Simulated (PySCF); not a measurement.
# [WOCl3]+: other functionals and bases at one geometry

An exercise on one series of results from a longer session: the logs are not shown, and one member is left open.

Program: PySCF 2.14.0. Level of theory: several levels, as the steps say, no spin–orbit coupling. These are calculated values, not measurements.

2 further runs of the same task are left out: 1 for a known fault of the program, 1 that didn't finish.

### The system as given

5 atoms, charge 1, spin multiplicity 1.

Bond lengths: W1–O2 1.659 Å, W1–Cl3 2.198 Å, W1–Cl4 2.198 Å, W1–Cl5 2.198 Å. Angles: O2–W1–Cl3 106.6°, O2–W1–Cl4 106.6°, O2–W1–Cl5 106.6°, Cl3–W1–Cl4 112.2°, Cl3–W1–Cl5 112.1°, Cl4–W1–Cl5 112.2°.

Geometry (Å):

```xyz
5
charge 1, multiplicity 1
W     0.0554    0.0000    0.0782
O     1.2520    0.0000    1.2280
Cl    0.3313    1.8237   -1.1175
Cl   -1.8579    0.0000    1.1604
Cl    0.3313   -1.8237   -1.1175
```

Formal oxidation states: W +6. An earlier session relaxed this geometry at PBE0, W def2-SVP with ECP60, O def2-SVP, Cl def2-SVP (singlet, point group C3v).

At PBE0 on the finer grid: E = -1521.770761 Eh, HOMO -15.76 eV, LUMO -9.73 eV, Mulliken charge on W1 +1.05 e, largest force component 0.011 eV/Å. 

Levels to run: r2SCAN; CAM-B3LYP; BLYP; B3LYP; PBE0, TZVP; PBE0, x2c-SVP. Hardware: 2 threads of Intel Xeon Platinum 8259CL at 2.50GHz (Skylake/Cascade Lake), shared host.

Set-up of the first run:

The input, run.py (the lines that set the calculation):

```python
mol = gto.M(atom='''
W      0.05541     0.00000     0.07816
O      1.25203     0.00000     1.22796
Cl     0.33127     1.82366    -1.11750
Cl    -1.85792     0.00000     1.16043
Cl     0.33127    -1.82366    -1.11750''',
    basis={'W': 'def2-SVP', 'O': 'def2-SVP', 'Cl': 'def2-SVP'},
    ecp={'W': 'def2-SVP'},
    charge=1, spin=0)
mf = dft.RKS(mol, xc='R2SCAN')
mf.grids.atom_grid = (75, 302)
mf = mf.density_fit()  # fitting sets: W def2-universal-JKFIT, O def2-universal-JKFIT, Cl def2-universal-JKFIT
mf.conv_tol = 1e-08; mf.max_cycle = 55
mf.kernel(dm0)  # dm0: the density of the relaxed state
```

Started as:

```bash
> OMP_NUM_THREADS=2 python run.py
```

Steps of the session up to this table: r2SCAN; CAM-B3LYP; BLYP; B3LYP; PBE0, TZVP; PBE0, x2c-SVP.

One table of the session follows, with a row left open; its other results are not shown here.

| level | HOMO (eV) | gap (eV) | charge on W1 (e) | dipole (D) | largest force component (eV/Å) |
| --- | --- | --- | --- | --- | --- |
| PBE0 (relaxed here) | -15.76 | 6.03 | 1.05 | 1.64 | 0.01 |
| r2SCAN | -14.76 | 4.36 | 1.07 | 1.60 | 0.69 |
| CAM-B3LYP | -16.94 | 8.31 | 1.03 | 1.65 | 0.11 |
| BLYP | -14.03 | 3.98 | 0.89 | 1.67 | 1.72 |
| B3LYP | -15.39 | 5.59 | 1.01 | 1.70 | 0.66 |
| PBE0, TZVP | ? | ? | ? | ? | ? |
| PBE0, x2c-SVP | -15.79 | 5.76 | 0.95 | 1.68 | 0.66 |

**Question.** Estimate the row for PBE0, TZVP.

The run gave: HOMO (eV): -15.55; gap (eV): 6.02; charge on W1 (e): 1.34; dipole (D): 1.75; largest force component (eV/Å): 0.30. In the column «HOMO (eV)» it lies between PBE0 (relaxed here) (-15.76) and B3LYP (-15.39).

The dipole of a charged species depends on the origin, so these sizes hold for this origin alone.

In one basis the HOMO–LUMO gap runs from 3.98 eV (BLYP) to 8.31 eV (CAM-B3LYP). The largest leftover force, 1.72 eV/Å with BLYP, stands at a geometry relaxed at another level. Total energies of different levels can't be compared.
